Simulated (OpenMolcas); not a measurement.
**CH7BGe (SMILES C[BH][GeH3]) at 6 levels**

We compute a comparison of 6 runs (HF/STO-3G, HF/def2-SVP, B3LYP/6-31G*, PBE0/def2-SVP, SVWN5/def2-SVP, revPBE/def2-SVP) of CH7BGe. 

Program for the calculation: OpenMolcas 26.06.

1 further run of the same task is left out (set aside as unsound or not needed).

### Step 1. The structure to begin with

The species is CH7BGe (10 atoms), meant as a singlet with charge 0. As SMILES, `C[BH][GeH3]`. The C1–H4 distance was set to 1.639 Å, away from the relaxed value. At this shape a bond of the SMILES string is far longer than usual.

Bond lengths: C1–B2 1.548 Å, B2–Ge3 2.066 Å, C1–H5 1.106 Å, C1–H6 1.091 Å, B2–H7 1.200 Å, Ge3–H8 1.544 Å, Ge3–H9 1.542 Å, Ge3–H10 1.542 Å. Some angles: C1–B2–Ge3 123.5°, C1–B2–H7 119.3°, Ge3–B2–H7 117.1°, B2–C1–H5 102.9°, B2–C1–H6 116.2°, B2–Ge3–H8 109.4°, B2–Ge3–H9 113.8°, B2–Ge3–H10 112.1°, H5–C1–H6 106.0°, H8–Ge3–H9 107.1°. A long bond or contact: C1–H4 1.639 Å.

### Step 2. The energy at HF/STO-3G (run 1)

mol.inp

```
&gateway
  baslib = $CurrDir
  coord
  10
  angstrom
  C       -0.830671       0.897747      -0.191072
  B        0.366729      -0.073253      -0.331072
  Ge       1.491929      -0.734853       1.270228
  H       -1.972600       0.748500      -1.357000
  H       -0.366671       1.887047      -0.360972
  H       -1.296471       0.948447       0.794428
  H        0.706629      -0.431953      -1.424372
  H        1.299029      -2.257653       1.436928
  H        1.109829      -0.079153       2.612628
  H        3.001129      -0.508553       1.050728
  basis = STO-3G
  group = NoSym

&seward

&scf
  thresholds = 1e-10 1e-07 1e-07 1e-05
  prorbitals = 1 1
```

The basis set STO-3G is read from a file made from the Basis Set Exchange's data (not shown).

Started as:

```sh
$ export MOLCAS_MEM=1860
$ pymolcas mol.inp > mol.log
```

Log:

```text
--- Start Module: gateway ---
[...]
--- Stop Module: gateway /rc=_RC_ALL_IS_WELL_ ---
--- Start Module: seward ---
[...]
      Basis functions           35
--- Stop Module: seward /rc=_RC_ALL_IS_WELL_ ---
--- Start Module: scf ---
[...]
       Convergence after  11 Iterations
[...]
::    Total SCF energy                              -2117.4781679765
[...]
      Total spin, S                                     0.0000000000
[...]
      Total electronic charge=   50.000000
      Total            charge=   -0.000000
[...]
      Dipole Moment (debye):
      Origin of the operator (angstrom)=    1.0276   -0.4236    0.8726
                   X= -1.5846E-01               Y=  4.5947E-01               Z= -6.7703E-02           Total=  4.9072E-01
      Quadrupole Moment (debye*angstrom):
[...]
--- Stop Module: scf /rc=_RC_ALL_IS_WELL_ ---
[...]
```

Wall time 1.2 s (1 thread of Intel Xeon 6975P-C (Granite Rapids), shared host); peak memory 0.37 GiB.

### Step 3. The energy at HF/def2-SVP (run 2)

run.input

```
&GATEWAY
  BASLIB = $CurrDir
  COORD
  10
  angstrom
  C       -0.830671       0.897747      -0.191072
  B        0.366729      -0.073253      -0.331072
  Ge       1.491929      -0.734853       1.270228
  H       -1.972600       0.748500      -1.357000
  H       -0.366671       1.887047      -0.360972
  H       -1.296471       0.948447       0.794428
  H        0.706629      -0.431953      -1.424372
  H        1.299029      -2.257653       1.436928
  H        1.109829      -0.079153       2.612628
  H        3.001129      -0.508553       1.050728
  BASIS = def2-SVP
  GROUP = NoSym

&SEWARD

&SCF
  THRESHOLDS = 1e-10 1e-07 1e-07 1e-05
  PRORBITALS = 1 1
```

The basis set def2-SVP is read from a file made from the Basis Set Exchange's data (not shown).

Started as:

```sh
$ export MOLCAS_MEM=1860
$ pymolcas run.input > run.log
```

Log:

```text
--- Start Module: gateway ---
[...]
--- Stop Module: gateway /rc=_RC_ALL_IS_WELL_ ---
--- Start Module: seward ---
[...]
      Basis functions           95
--- Stop Module: seward /rc=_RC_ALL_IS_WELL_ ---
[...]
--- Start Module: scf ---
[...]
       Convergence after  15 Iterations
[...]
::    Total SCF energy                              -2141.5743519734
[...]
      Total spin, S                                     0.0000000000
[...]
      Total electronic charge=   50.000000
      Total            charge=   -0.000000
[...]
      Dipole Moment (debye):
      Origin of the operator (angstrom)=    1.0276   -0.4236    0.8726
                   X= -2.4618E-01               Y=  7.0027E-01               Z= -1.9996E-01           Total=  7.6874E-01
      Quadrupole Moment (debye*angstrom):
[...]
--- Stop Module: scf /rc=_RC_ALL_IS_WELL_ ---
[...]
```

It took 7.2 s on 1 thread of Intel Xeon 6975P-C (Granite Rapids), shared host; peak memory 0.52 GiB.

Runs 3 to 5 aren't shown in full; the table further down has their settings and results.

### Step 4. A single-point energy at revPBE/def2-SVP (run 6)

run.inp

```
>>> EXPORT MOLCAS_PRINT=2

&GATEWAY
  BasLib = $CurrDir
  BasisSet
  C.def2-SVP....
  C1 -0.830671 0.897747 -0.191072 angstrom
  End of Basis
  BasisSet
  B.def2-SVP....
  B2 0.366729 -0.073253 -0.331072 angstrom
  End of Basis
  BasisSet
  Ge.def2-SVP....
  Ge3 1.491929 -0.734853 1.270228 angstrom
  End of Basis
  BasisSet
  H.def2-SVP....
  H4 -1.972600 0.748500 -1.357000 angstrom
  H5 -0.366671 1.887047 -0.360972 angstrom
  H6 -1.296471 0.948447 0.794428 angstrom
  H7 0.706629 -0.431953 -1.424372 angstrom
  H8 1.299029 -2.257653 1.436928 angstrom
  H9 1.109829 -0.079153 2.612628 angstrom
  H10 3.001129 -0.508553 1.050728 angstrom
  End of Basis

&SEWARD
  GridInput
  Grid=UltraFine
  End of Grid

&SCF
  KSDFT = revPBE
  Thresholds = 1e-10 1e-07 1e-07 1e-05
  PrOrbitals = 1 2
```

The basis set def2-SVP is read from a file made from the Basis Set Exchange's data (not shown).

Started as:

```sh
$ export MOLCAS_MEM=1860
$ pymolcas run.inp > run.log
```

Log:

```text
--- Start Module: gateway ---
[...]
--- Stop Module: gateway /rc=_RC_ALL_IS_WELL_ ---
--- Start Module: seward ---
[...]
      Basis functions           95
--- Stop Module: seward /rc=_RC_ALL_IS_WELL_ ---
[...]
--- Start Module: scf ---
[...]
       Convergence after  16 Iterations
[...]
::    Total KS-DFT energy                           -2143.5782184663
[...]
      Total spin, S                                     0.0000000000
[...]
      Total electronic charge=   50.000000
      Total            charge=   -0.000000
[...]
      Dipole Moment (debye):
      Origin of the operator (angstrom)=    1.0276   -0.4236    0.8726
                   X= -4.2058E-01               Y=  7.4555E-01               Z= -1.9815E-01           Total=  8.7863E-01
      Quadrupole Moment (debye*angstrom):
[...]
--- Stop Module: scf /rc=_RC_ALL_IS_WELL_ ---
[...]
```

Wall time 24 s (1 thread of Intel Xeon 6975P-C (Granite Rapids), shared host); peak memory 0.52 GiB.

### Step 5. Overview of the runs

```tsv
run	level	Cartesian functions	integration grid	energy (Eh)	dipole moment (D)	HOMO energy (eV)	LUMO energy (eV)	wall time
1	HF/STO-3G	no	–	-2117.478168	0.49	-8.49	6.15	1.2 s
2	HF/def2-SVP	no	–	-2141.574352	0.77	-10.42	1.60	7.2 s
3	B3LYP/6-31G* (Cartesian functions)	yes	UltraFine	-2143.838970	0.87	-7.42	-1.93	16 s
4	PBE0/def2-SVP	no	UltraFine	-2143.400847	0.91	-7.72	-1.95	21 s
5	SVWN5/def2-SVP	no	UltraFine	-2139.892359	1.01	-6.60	-3.05	16 s
6	revPBE/def2-SVP	no	UltraFine	-2143.578218	0.88	-6.55	-2.80	24 s
```

### Step 6. Outcome

| quantity | value |
| --- | --- |
| run 6: total energy | -2143.57822 Eh |
| run 6: dipole moment | 0.88 D |
| run 6: HOMO energy | -6.55 eV |
| run 6: LUMO energy | -2.80 eV |
| run 6: HOMO–LUMO gap | 3.74 eV |

**Reading.** The dipole moment (its size) runs from 0.49 D (HF/STO-3G) to 1.01 D (SVWN5/def2-SVP). The two ends differ in method and basis. The HOMO–LUMO gap runs from 3.55 eV (SVWN5/def2-SVP) to 14.65 eV (HF/STO-3G). Totals of different functionals can't be ranked against each other. In run 1 the basis is minimal, so the values are rough. All runs together took 85 s, the longest 24 s.
